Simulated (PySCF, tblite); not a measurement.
# C₅H₅F₃O: geometry, infrared bands and NMR shifts

Wanted: the infrared bands and NMR shifts of C₅H₅F₃O (`C=C1[C@@H](F)O[C@@H]1C(F)F`), by calculation.

The runs use tblite 0.8.0 and PySCF 2.14.0, with density-fitted response routines of our own; the level of theory stands in each step. All values are computed, except where a source is named. Atoms count from 0, in the outputs and in this text.

## (1) The molecule as given

14 atoms, charge 0, multiplicity 1; geometry from: force field or distance geometry start.

Bonds of the start (Å): C0–C1 1.33, C1–C2 1.51, C2–F3 1.36, C2–O4 1.44, O4–C5 1.45, C5–C6 1.53, C6–F7 1.36, C6–F8 1.36, C5–C1 1.50, C0–H9 1.10, C0–H10 1.08, C2–H11 1.09, C5–H12 1.09, C6–H13 1.10.

## (2) Optimising the geometry with GFN2-xTB

What the job is given:

```
{"job": {"kind": "relax", "xc": "GFN2-xTB", "basis": "xTB"}, "charge": 0, "multiplicity": 1}
C     -1.499300     1.039600     0.725500
C     -0.781500     0.172900     0.018800
C     -0.942900    -1.266500    -0.390400
F     -2.038200    -1.589000    -1.131800
O      0.219200    -1.087000    -1.216600
C      0.548000     0.211900    -0.672900
C      1.824400     0.180100     0.167600
F      1.717200    -0.745700     1.164700
F      1.996900     1.376900     0.782900
H     -2.476800     0.752700     1.135200
H     -1.152900     2.050500     0.896300
H     -0.759100    -2.009300     0.389300
H      0.627800     0.957700    -1.462000
H      2.716500    -0.045200    -0.428700
```

Command:

```console
$ OMP_NUM_THREADS=1 python probes_run.py task.json out
```

One launch serves the whole session: the jobs run in the order shown.

**Question.** This job is followed by: GFN2-xTB harmonic vibrations, gas phase; GIAO PBE0/pcSseg-1 NMR shielding, non-relativistic, gas phase. Predict these results of the whole session: strongest single infrared mode (GFN2-xTB); zero-point energy (GFN2-xTB); 13C shifts against TMS (PBE0/pcSseg-1); 1H shifts against TMS (PBE0/pcSseg-1); 19F shifts against CFCl3 (PBE0/pcSseg-1); 17O shifts against H2O (PBE0/pcSseg-1).

**Answer**, as computed:

| quantity | value |
| --- | --- |
| strongest single infrared mode (GFN2-xTB) | 1047 cm⁻¹, 243 km/mol |
| zero-point energy (GFN2-xTB) | 58.1 kcal/mol |
| 13C shifts against TMS (PBE0/pcSseg-1) | 149.6, 121.4, 120.5, 118.3, 87.7 ppm |
| 1H shifts against TMS (PBE0/pcSseg-1) | 6.52, 6.26, 5.95, 5.84, 5.35 ppm |
| 19F shifts against CFCl3 (PBE0/pcSseg-1) | -123.6, -151.1, -151.7 ppm |
| 17O shifts against H2O (PBE0/pcSseg-1) | 102.5 ppm |

**Reading.** Over 65 steps the energy fell by 0.154 eV; of the close pairs, C2–O4 changed most, 1.437 to 1.409 Å. No mode is imaginary among the 36: a minimum at this level. Unscaled tight-binding wavenumbers are off by several per cent, some by more. Its intensities can rank the bands wrongly. C1 (fully substituted alkene carbon) lies farthest downfield among carbon, at 149.6 ppm; an sp2 carbon of a C=C bond. The most deshielded hydrogen is H11 (hydrogen on an allylic sp3 CH bonded to F and O), at 6.52 ppm: its carbon carries F and O, hence the downfield position. At PBE0/pcSseg-1: Shielding is most anisotropic at C0 (span 219 ppm, paramagnetic term -189 ppm).
